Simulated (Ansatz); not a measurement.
**GeNH₄+: one structure at several levels**

A test off equilibrium: a structure displaced at random from a GFN2-xTB minimum is computed at several levels, and each is set against CCSD(T).

Computed with Ansatz 0.2.0, Gaussian basis. Level: single points in def2-TZVPP.

Correlated methods freeze the cores. Filled d shells of the heavier atoms are correlated.

## 1. Where the work starts

SMILES `[NH2][GeH2+]`, 6 atoms, charge 1, spin multiplicity 1.

Atoms are counted from 1 here; the program's logs count them from 0.

Bond lengths: N1–Ge2 1.926 Å, N1–H3 1.120 Å, N1–H4 0.986 Å, Ge2–H5 1.543 Å, Ge2–H6 1.523 Å. Angles: Ge2–N1–H3 123.0°, Ge2–N1–H4 123.0°, H3–N1–H4 111.2°, N1–Ge2–H5 111.4°, N1–Ge2–H6 114.7°, H5–Ge2–H6 133.6°.

As a file:

```xyz
6

N    -0.0028   -0.9825    0.1391
Ge   -0.0594    0.9282   -0.0941
H     0.8475   -1.5106    0.6427
H    -0.5370   -1.6068   -0.4067
H    -1.2530    1.3531   -0.9745
H     1.1180    1.6795    0.5127
```

## 2. CCSD(T)/def2-TZVPP

run/in.yaml

```yaml
crystal:
  periodic: [false, false, false]
  atoms:
    - {symbol: N, position_ang: [-0.002800, -0.982500, 0.139100]}
    - {symbol: Ge, position_ang: [-0.059400, 0.928200, -0.094100]}
    - {symbol: H, position_ang: [0.847500, -1.510600, 0.642700]}
    - {symbol: H, position_ang: [-0.537000, -1.606800, -0.406700]}
    - {symbol: H, position_ang: [-1.253000, 1.353100, -0.974500]}
    - {symbol: H, position_ang: [1.118000, 1.679500, 0.512700]}
basis:
  gaussian: {orbitals: def2-TZVPP}
total_charge: 1
correlation: {method: ccsd_t}
output: {forces: true}
```

The command line of these runs was not kept.

## 3. PBE0-D4/def2-TZVPP

Edit run/in.yaml of step 2 so:

```diff
@@ -12,3 +12,3 @@
 total_charge: 1
-correlation: {method: ccsd_t}
-output: {forces: true}
+hamiltonian: {xc: pbe0, dispersion: d4}
+output: {forces: true, orbitals: {seedname: orbitals}}
```

## 4. wB97M-V/def2-TZVPP

Edit run/in.yaml of step 3 so:

```diff
@@ -12,3 +12,3 @@
 total_charge: 1
-hamiltonian: {xc: pbe0, dispersion: d4}
-output: {forces: true, orbitals: {seedname: orbitals}}
+hamiltonian: {xc: {name: wB97M-V}}
+output: {forces: true}
```

## 5. r2SCAN-D4/def2-TZVPP

Edit run/in.yaml of step 4 so:

```diff
@@ -12,3 +12,3 @@
 total_charge: 1
-hamiltonian: {xc: {name: wB97M-V}}
+hamiltonian: {xc: r2scan, dispersion: d4}
 output: {forces: true}
```

## 6. PBE-D4/def2-TZVPP

Edit run/in.yaml of step 5 so:

```diff
@@ -12,3 +12,3 @@
 total_charge: 1
-hamiltonian: {xc: r2scan, dispersion: d4}
+hamiltonian: {xc: pbe, dispersion: d4}
 output: {forces: true}
```

## 7. HSE06-D4/def2-TZVPP

Edit run/in.yaml of step 6 so:

```diff
@@ -12,3 +12,3 @@
 total_charge: 1
-hamiltonian: {xc: pbe, dispersion: d4}
+hamiltonian: {xc: hse06, dispersion: d4}
 output: {forces: true}
```

## 8. r2SCAN0-D4/def2-TZVPP

Edit run/in.yaml of step 7 so:

```diff
@@ -12,3 +12,3 @@
 total_charge: 1
-hamiltonian: {xc: hse06, dispersion: d4}
+hamiltonian: {xc: {name: r2SCAN0}, dispersion: d4}
 output: {forces: true}
```

(Steps that only read results are left out.)

What does the calculation give? Wanted: energy less free atoms, CCSD(T)/def2-TZVPP; RMS force component; RMS force error; HOMO and LUMO, PBE0-D4; T1 diagnostic.

**Answer**, as computed:

```
                                  quantity                                                                                               value
energy less free atoms, CCSD(T)/def2-TZVPP                                                                                       -885.5 kJ/mol
                       RMS force component                                                                1.647 to 1.821 eV/Å over the methods
                           RMS force error  PBE0-D4 0.083, wB97M-V 0.084, r2SCAN-D4 0.028, PBE-D4 0.177, HSE06-D4 0.080, r2SCAN0-D4 0.139 eV/Å
                    HOMO and LUMO, PBE0-D4                                                                                 -13.92 and -8.66 eV
                             T1 diagnostic                                                                                               0.022
```

What this shows: Against CCSD(T) the functionals' energies less atoms differ by -64.2 to +19.6 kJ/mol, PBE-D4 by -64.2 kJ/mol. A larger basis would deepen the CCSD(T) value, while the functionals are nearly converged already, so the order here is not reliable. For forces r2SCAN-D4 does best and PBE-D4 worst. Frozen-core CCSD(T) forces in triple zeta carry basis errors of their own, and this is one geometry, so small gaps rank nothing.
